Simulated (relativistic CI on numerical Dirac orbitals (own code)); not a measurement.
**Co⁴⁺ (3d5) in crystal fields: levels and magnetism**

How does a crystal field split the 3d5 shell of Co⁴⁺, and what follows for the ground state and χT? 6 fields tried.

Program: relativistic CI on numerical Dirac orbitals (own code) version 1. Level of theory: Dirac-Coulomb-Breit CI, KLI orbitals optimised for each configuration, model QED (radiative potential, 1s self-energy scaled to tabulated hydrogen-like ionisation energies), valence Slater integrals scaled by 0.65, one configuration in a parametric crystal field. These are calculated values, not measurements, unless marked.

### Step 1. The atom as given

| Item | Value |
| --- | --- |
| ion | Co⁴⁺ (Co V) |
| nuclear charge | 27 |
| electrons | 23 |
| open shell | 3d5 |
| Slater scale | 0.65 |
| field 1 (cm⁻¹) | D4h, 10Dq = 25450, Ds = -1500, Dt = -270 |
| field 2 (cm⁻¹) | D4h, 10Dq = 25450, Ds = -1090, Dt = -270 |
| field 3 (cm⁻¹) | D4h, 10Dq = 25450, Ds = -680, Dt = -270 |
| field 4 (cm⁻¹) | D4h, 10Dq = 25450, Ds = -270, Dt = -270 |
| field 5 (cm⁻¹) | D4h, 10Dq = 25450, Ds = 140, Dt = -270 |
| field 6 (cm⁻¹) | D4h, 10Dq = 25450, Ds = 550, Dt = -270 |

The outer shells:

[Ar] 3d5
```
[Ar] core
3d [↑ ][↑ ][↑ ][↑ ][↑ ]
```

### Step 2. Field 1: D4h, 10Dq = 25450, Ds = -1500, Dt = -270

The run's settings:

```ini
atom Co  Z=27  charge=4  electrons=23
nucleus A=59  rms_radius_fm=3.7875
hamiltonian dirac-coulomb  breit=on  qed=on  c_scale=1
orbitals kli  potential=per-configuration
slater_scale 0.65
correlation none
mixing on
configurations
  [Ar] 3d5
end
crystal_field D4h 10Dq=25450 Ds=-1500 Dt=-270
```

The program writes no log. Results of the run, from its result record (rounded, main fields):

```text
{
  "status": "converged",
  "cf_levels [E_cm, degeneracy, irrep, S_eff, L_eff, J_eff, g_principal]": [
    [0, 2, "G7", 0.5144, 4.412, 4.656, [0.692, 0.692, 4.435]],
    [899.6, 2, "G6", 0.5115, 4.458, 4.401, [0.135, 0.135, 0.629]],
    [3267.9, 2, "G7", 0.5178, 4.488, 4.509, [1.381, 1.381, 1.618]],
    [8196, 2, "G7", 2.317, 1.162, 2.827, [0.75, 0.75, 9.411]],
    [8321.3, 2, "G7", 2.38, 0.8767, 2.692, [0.742, 0.742, 5.602]],
    [8381, 2, "G6", 2.417, 0.6746, 2.613, [1.908, 5.773, 5.773]],
    [10259.8, 2, "G7", 1.694, 2.774, 3.664, [0.752, 3.739, 3.739]],
    [10296.6, 2, "G6", 1.522, 3.03, 3.407, [1.008, 3.046, 3.046]],
    [10367.7, 2, "G7", 1.694, 2.789, 3.623, "-"],
    [10456.7, 2, "G6", 1.566, 2.965, 3.208, "-"],
    [13070.2, 2, "G6", 1.498, 3.165, 3.612, "-"],
    [13095.9, 2, "G7", 1.499, 3.162, 3.49, "-"],
    [13383.4, 2, "G6", 1.526, 3.034, 3.573, "-"],
    [13391.3, 2, "G7", 1.516, 3.051, 3.57, "-"],
    [21848.7, 2, "G6", 1.495, 3.236, 4.089, "-"],
    [21994.9, 2, "G6", 1.497, 3.253, 3.854, "-"],
    [22116.8, 2, "G7", 1.488, 3.295, 3.586, "-"],
    [22224.9, 2, "G7", 1.477, 3.346, 3.312, "-"],
    "... 27 more rows left out ..."
  ],
  "chiT [K, cm3 K/mol]": [[2, 0.646361], [5, 0.648574], [10, 0.652264], [20, 0.659642], [50, 0.681778], [100, 0.718669], [200, 0.791178], [300, 0.854025]],
  "stabilisation [cm-1]": -8605.79,
  "radial 3d5 [Ha, bohr]": {"<r^-3>(3d)": 7.3778, "<r^1>(3d)": 0.87344, "<r^2>(3d)": 0.93877, "<r^4>(3d)": 1.8216, "F2(3d,3d)": 0.49915, "F4(3d,3d)": 0.31346, "zeta(3d)": 0.0029291},
  "n_levels_all": 126,
  "free-ion levels [i, E_cm, J2, term, w_term]": [
    [0, 0, 5, "6S", 0.9979],
    [1, 27058.063, 11, "4G", 0.997],
    [2, 27128.937, 5, "4G", 0.9921],
    [3, 27137.67, 9, "4G", 0.998],
    [4, 27150.745, 7, "4G", 0.9957],
    [5, 31063.134, 5, "4P", 0.8659],
    [6, 31233.619, 3, "4P", 0.8972],
    [7, 31420.716, 1, "4P", 0.9617],
    [8, 33757.685, 7, "4D", 0.9914],
    [9, 34013.913, 1, "4D", 0.9629],
    [10, 34135.351, 5, "4D", 0.874],
    [11, 34135.553, 3, "4D", 0.8963],
    [12, 38580.939, 11, "2I", 0.9845],
    [13, 38629.05, 13, "2I", 1],
    [14, 43084.09, 5, "2D", 0.6029],
    [15, 43917.802, 3, "2D", 0.8474],
    [16, 44927.411, 7, "2F", 0.9095],
    [17, 45467.005, 9, "4F", 0.9341],
    "... 19 more rows left out ..."
  ]
}
```

It took 0.17 s on 1 thread, shared host.

### Step 3. Field 2: D4h, 10Dq = 25450, Ds = -1090, Dt = -270

Settings: those of step 2 with these lines changed.

```diff
@@ -10,2 +10,2 @@
 end
-crystal_field D4h 10Dq=25450 Ds=-1500 Dt=-270
+crystal_field D4h 10Dq=25450 Ds=-1090 Dt=-270
```

Result record:

```text
{
  "status": "converged",
  "cf_levels [E_cm, degeneracy, irrep, S_eff, L_eff, J_eff, g_principal]": [
    [0, 2, "G7", 0.5152, 4.412, 4.674, [1.009, 1.009, 4.192]],
    [946.5, 2, "G6", 0.5115, 4.461, 4.406, [0.136, 0.136, 0.611]],
    [2295.6, 2, "G7", 0.5138, 4.481, 4.481, [1.059, 1.059, 1.383]],
    [7915.5, 2, "G7", 2.352, 1.007, 2.762, [0.644, 0.644, 9.53]],
    [8019.4, 2, "G7", 2.403, 0.7577, 2.656, [0.641, 0.641, 5.689]],
    [8066.2, 2, "G6", 2.429, 0.5965, 2.598, [1.926, 5.818, 5.818]],
    [10196.4, 2, "G7", 1.662, 2.828, 3.677, [1.696, 3.687, 3.687]],
    [10240.2, 2, "G6", 1.515, 3.041, 3.401, [1.05, 3.1, 3.1]],
    [10286.1, 2, "G7", 1.652, 2.855, 3.643, "-"],
    [10383.9, 2, "G6", 1.555, 2.983, 3.226, "-"],
    [13050.3, 2, "G6", 1.526, 3.033, 3.577, "-"],
    [13059.8, 2, "G7", 1.516, 3.051, 3.574, "-"],
    [14306.5, 2, "G6", 1.498, 3.176, 3.64, "-"],
    [14324.3, 2, "G7", 1.498, 3.174, 3.537, "-"],
    "... 31 more rows left out ..."
  ],
  "chiT [K, cm3 K/mol]": [[2, 0.614726], [5, 0.617248], [10, 0.621452], [20, 0.62986], [50, 0.655082], [100, 0.697118], [200, 0.780294], [300, 0.855493]],
  "stabilisation [cm-1]": -8275.1,
  "n_levels_all": 126
}
```

It took 0.17 s on 1 thread, shared host.

### Step 4. Field 3: D4h, 10Dq = 25450, Ds = -680, Dt = -270

Settings: those of step 3 with these lines changed.

```diff
@@ -10,2 +10,2 @@
 end
-crystal_field D4h 10Dq=25450 Ds=-1090 Dt=-270
+crystal_field D4h 10Dq=25450 Ds=-680 Dt=-270
```

Result record:

```text
{
  "status": "converged",
  "cf_levels [E_cm, degeneracy, irrep, S_eff, L_eff, J_eff, g_principal]": [
    [0, 2, "G7", 0.5163, 4.41, 4.702, [1.734, 1.734, 3.391]],
    [1064.1, 2, "G6", 0.5116, 4.465, 4.411, [0.138, 0.138, 0.591]],
    [1453.5, 2, "G7", 0.5109, 4.477, 4.443, [0.33, 0.33, 0.594]],
    [7695.6, 2, "G7", 2.376, 0.8909, 2.716, [0.584, 0.584, 9.601]],
    [7783.2, 2, "G7", 2.417, 0.6762, 2.633, [0.583, 0.583, 5.737]],
    [7820.6, 2, "G6", 2.437, 0.5466, 2.59, [1.937, 5.847, 5.847]],
    [10179.5, 2, "G7", 1.639, 2.867, 3.685, [2.172, 3.624, 3.624]],
    [10216.7, 2, "G6", 1.51, 3.048, 3.397, [1.185, 3.228, 3.228]],
    [10260.2, 2, "G7", 1.625, 2.896, 3.652, "-"],
    [10346.8, 2, "G6", 1.55, 2.991, 3.253, "-"],
    [12791.8, 2, "G6", 1.525, 3.034, 3.581, "-"],
    [12803.6, 2, "G7", 1.516, 3.051, 3.577, "-"],
    [15613.8, 2, "G6", 1.497, 3.19, 3.663, "-"],
    [15627.2, 2, "G7", 1.498, 3.187, 3.571, "-"],
    "... 31 more rows left out ..."
  ],
  "chiT [K, cm3 K/mol]": [[2, 0.549526], [5, 0.552712], [10, 0.558024], [20, 0.568646], [50, 0.600513], [100, 0.653625], [200, 0.759451], [300, 0.85963]],
  "stabilisation [cm-1]": -8019.33,
  "n_levels_all": 126
}
```

Wall time 0.17 s (1 thread, shared host).

### Step 5. Field 4: D4h, 10Dq = 25450, Ds = -270, Dt = -270

Settings: those of step 4 with these lines changed.

```diff
@@ -10,2 +10,2 @@
 end
-crystal_field D4h 10Dq=25450 Ds=-680 Dt=-270
+crystal_field D4h 10Dq=25450 Ds=-270 Dt=-270
```

Result record:

```text
{
  "status": "converged",
  "cf_levels [E_cm, degeneracy, irrep, S_eff, L_eff, J_eff, g_principal]": [
    [0, 2, "G7", 0.5161, 4.414, 4.696, [0.854, 2.888, 2.888]],
    [1133.7, 2, "G7", 0.51, 4.467, 4.443, [0.828, 0.828, 1.927]],
    [1446.7, 2, "G6", 0.5118, 4.469, 4.416, [0.139, 0.139, 0.569]],
    [7734.2, 2, "G7", 2.392, 0.8088, 2.685, [0.551, 0.551, 9.641]],
    [7809.6, 2, "G7", 2.425, 0.6238, 2.619, [0.552, 0.552, 5.761]],
    [7840.2, 2, "G6", 2.441, 0.5185, 2.587, [1.942, 5.864, 5.864]],
    [10391.8, 2, "G7", 1.619, 2.897, 3.675, [1.864, 3.585, 3.585]],
    [10403, 2, "G6", 1.505, 3.053, 3.393, [1.54, 3.414, 3.414]],
    [10466.7, 2, "G7", 1.612, 2.917, 3.658, "-"],
    [10522, 2, "G6", 1.55, 2.992, 3.295, "-"],
    [12802.5, 2, "G6", 1.525, 3.034, 3.583, "-"],
    [12816.3, 2, "G7", 1.515, 3.052, 3.58, "-"],
    [17182.5, 2, "G6", 1.497, 3.205, 3.692, "-"],
    [17192.9, 2, "G7", 1.497, 3.201, 3.613, "-"],
    "... 31 more rows left out ..."
  ],
  "chiT [K, cm3 K/mol]": [[2, 0.546133], [5, 0.549098], [10, 0.55404], [20, 0.563924], [50, 0.593576], [100, 0.642997], [200, 0.741632], [300, 0.836519]],
  "stabilisation [cm-1]": -8033.26,
  "n_levels_all": 126
}
```

It took 0.17 s on 1 thread, shared host.

### Step 6. Field 5: D4h, 10Dq = 25450, Ds = 140, Dt = -270

Settings: those of step 5 with these lines changed.

```diff
@@ -10,2 +10,2 @@
 end
-crystal_field D4h 10Dq=25450 Ds=-270 Dt=-270
+crystal_field D4h 10Dq=25450 Ds=140 Dt=-270
```

Result record:

```text
{
  "status": "converged",
  "cf_levels [E_cm, degeneracy, irrep, S_eff, L_eff, J_eff, g_principal]": [
    [0, 2, "G7", 0.5134, 4.426, 4.619, [1.057, 2.927, 2.927]],
    [1685.2, 2, "G7", 0.5123, 4.452, 4.517, [0.871, 0.871, 3.816]],
    [2267.6, 2, "G6", 0.512, 4.472, 4.422, [0.14, 0.14, 0.543]],
    [8206.2, 2, "G7", 2.401, 0.7581, 2.665, [0.537, 0.537, 9.657]],
    [8273.1, 2, "G7", 2.429, 0.5969, 2.612, [0.538, 0.538, 5.767]],
    [8298.8, 2, "G6", 2.442, 0.5098, 2.588, [1.942, 5.872, 5.872]],
    [10942.4, 2, "G6", 1.5, 3.056, 3.391, [2.286, 3.487, 3.487]],
    [10983.4, 2, "G7", 1.603, 2.922, 3.642, [0.565, 3.442, 3.442]],
    [11056.4, 2, "G7", 1.611, 2.92, 3.662, "-"],
    [11057.6, 2, "G6", 1.553, 2.987, 3.356, "-"],
    [13256.6, 2, "G6", 1.524, 3.034, 3.581, "-"],
    [13271.7, 2, "G7", 1.515, 3.052, 3.583, "-"],
    [18008.1, 2, "G6", 1.499, 3.177, 3.93, "-"],
    [18071.8, 2, "G6", 1.498, 3.196, 3.765, "-"],
    "... 31 more rows left out ..."
  ],
  "chiT [K, cm3 K/mol]": [[2, 0.571391], [5, 0.572884], [10, 0.575372], [20, 0.580349], [50, 0.595278], [100, 0.62016], [200, 0.669924], [300, 0.719627]],
  "stabilisation [cm-1]": -8490.48,
  "n_levels_all": 126
}
```

Wall time 0.16 s (1 thread, shared host).

### Step 7. Field 6: D4h, 10Dq = 25450, Ds = 550, Dt = -270

Settings: those of step 6 with these lines changed.

```diff
@@ -10,2 +10,2 @@
 end
-crystal_field D4h 10Dq=25450 Ds=140 Dt=-270
+crystal_field D4h 10Dq=25450 Ds=550 Dt=-270
```

Result record:

```text
{
  "status": "converged",
  "cf_levels [E_cm, degeneracy, irrep, S_eff, L_eff, J_eff, g_principal]": [
    [0, 2, "G7", 0.5117, 4.427, 4.573, [1.539, 2.673, 2.673]],
    [2609.4, 2, "G7", 0.514, 4.447, 4.558, [0.621, 0.621, 4.275]],
    [3276.3, 2, "G6", 0.5124, 4.477, 4.428, [0.141, 0.141, 0.514]],
    [8862, 2, "G7", 2.405, 0.7401, 2.655, [0.535, 0.535, 9.647]],
    [8923.7, 2, "G7", 2.43, 0.5965, 2.612, [0.536, 0.536, 5.755]],
    [8946.1, 2, "G6", 2.44, 0.5232, 2.594, [1.937, 5.872, 5.872]],
    [11541.1, 2, "G6", 1.498, 3.053, 3.409, [3.136, 3.136, 3.394]],
    [11666.1, 2, "G7", 1.592, 2.939, 3.591, [1.249, 2.806, 2.806]],
    [11670.1, 2, "G6", 1.558, 2.979, 3.423, "-"],
    [11749.9, 2, "G7", 1.618, 2.91, 3.65, "-"],
    [13905.5, 2, "G6", 1.523, 3.035, 3.574, "-"],
    [13920, 2, "G7", 1.514, 3.053, 3.584, "-"],
    [17937.5, 2, "G6", 1.499, 3.178, 3.871, "-"],
    [17969.9, 2, "G6", 1.498, 3.19, 3.722, "-"],
    "... 31 more rows left out ..."
  ],
  "chiT [K, cm3 K/mol]": [[2, 0.521621], [5, 0.522667], [10, 0.524411], [20, 0.527897], [50, 0.538357], [100, 0.55579], [200, 0.590656], [300, 0.625522]],
  "stabilisation [cm-1]": -9141.13,
  "n_levels_all": 126
}
```

Run time: 0.17 s. Hardware: 1 thread, shared host.

### Step 8. Comparison of the fields

| field | ground state | degeneracy | S | J | first gap (cm⁻¹) | stabilisation (cm⁻¹) | χT at 2 K | χT at 300 K |
| --- | --- | --- | --- | --- | --- | --- | --- | --- |
| 1: D4h | G7 | 2 | 0.51 | 4.66 | 900 | -8606 | 0.646 | 0.854 |
| 2: D4h | G7 | 2 | 0.52 | 4.67 | 947 | -8275 | 0.615 | 0.855 |
| 3: D4h | G7 | 2 | 0.52 | 4.70 | 1064 | -8019 | 0.550 | 0.860 |
| 4: D4h | G7 | 2 | 0.52 | 4.70 | 1134 | -8033 | 0.546 | 0.837 |
| 5: D4h | G7 | 2 | 0.51 | 4.62 | 1685 | -8490 | 0.571 | 0.720 |
| 6: D4h | G7 | 2 | 0.51 | 4.57 | 2609 | -9141 | 0.522 | 0.626 |

χT is in cm³ K/mol; stabilisation counts from the free ion's lowest level; S and J come from the expectation values of their squares.

### Step 9. Summary of results

```
                           quantity                                                 value
ground spin (effective S from ⟨S²⟩)  1: 0.51, 2: 0.52, 3: 0.52, 4: 0.52, 5: 0.51, 6: 0.51
                        χT at 300 K                                0.63 to 0.86 cm³ K/mol
          most axial ground doublet                         field 1, g = 0.69, 0.69, 4.44
```

In words: All fields leave the ground state at S = 1/2. The field is a set of parameters, without covalency or charge transfer.
